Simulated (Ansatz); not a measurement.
# MgCdS4: the cost of one run

Program: Ansatz 0.2.0. Level of theory: DFT PBE, scalar-relativistic, plane waves, PAW. These are calculated values, not measurements.

2 further runs of the same task are left out: 1 that didn't finish, 1 set aside as unsound or not needed.

## 1. The system as given

It takes space group I4/mmm (No. 139, tetragonal). The conventional cell has a = 7.299 Å, b = 7.299 Å, c = 5.713 Å, α = 90.00°, β = 90.00°, γ = 90.00°. Mg (site symmetry 4/mmm) is surrounded by 4 S at 2.33 Å. Cd (site symmetry 4/mmm) is surrounded by 4 S at 2.83 Å and 2 Mg at 2.86 Å. S (site symmetry m2m) is surrounded by 1 Mg at 2.33 Å and 1 Cd at 2.83 Å.

As a file:

```cif
data_structure
_symmetry_space_group_name_H-M 'I4/mmm'
_symmetry_Int_Tables_number 139
_cell_length_a 7.2993
_cell_length_b 7.2993
_cell_length_c 5.7126
_cell_angle_alpha 90.000
_cell_angle_beta 90.000
_cell_angle_gamma 90.000
_cell_volume 304.37
loop_
_atom_site_label
_atom_site_type_symbol
_atom_site_symmetry_multiplicity
_atom_site_Wyckoff_symbol
_atom_site_fract_x
_atom_site_fract_y
_atom_site_fract_z
_atom_site_occupancy
Mg1 Mg 2 b 0.00000 0.00000 0.50000 1
Cd1 Cd 2 a 0.00000 0.00000 0.00000 1
S1 S 8 h 0.77399 0.77399 0.50000 1
```

The cell is invented: random cell by space group and Wyckoff sites (I4/mmm, No. 139). Lengths come from tabulated atomic sizes and are only a guess.

## 2. Probe: one point on a coarse mesh

Input file input.yaml:

```yaml
crystal:
  lattice:
    - [-3.64966146, 3.64966146, 2.85630445]
    - [3.64966146, -3.64966146, 2.85630445]
    - [3.64966146, 3.64966146, -2.85630445]
  atoms:
    - { symbol: Mg, position: [0.5, 0.5, 0.0] }
    - { symbol: Cd, position: [0.0, 0.0, 0.0] }
    - { symbol: S, position: [0.27398964, 0.27398964, 0.54797928] }
    - { symbol: S, position: [0.72601036, 0.72601036, 0.45202072] }
    - { symbol: S, position: [0.27398964, 0.72601036, 0.0] }
    - { symbol: S, position: [0.72601036, 0.27398964, 0.0] }
basis:
  ecutwfc: 420
kpoints:
  mp_grid: { grid: [4, 4, 4] }
hamiltonian:
  xc: pbe
scf:
  occupations: { method: gaussian, width: 0.1 }
  lower_state_search: "off"
output:
  forces: true
  stress: true
  eigenvalues: true
```

Command:

```
$ ansatz run input.yaml --threads 1 --pin off --max-ram 2560MiB --backend cpu --events-out ev --progress --plain --runs-dir out
```

**Question.** How long does this run take on 1 thread of Intel Xeon at 2.50GHz (Skylake/Cascade Lake), shared host, and how much memory does it need?

About 7.2 s, with a peak of 0.42 GiB.
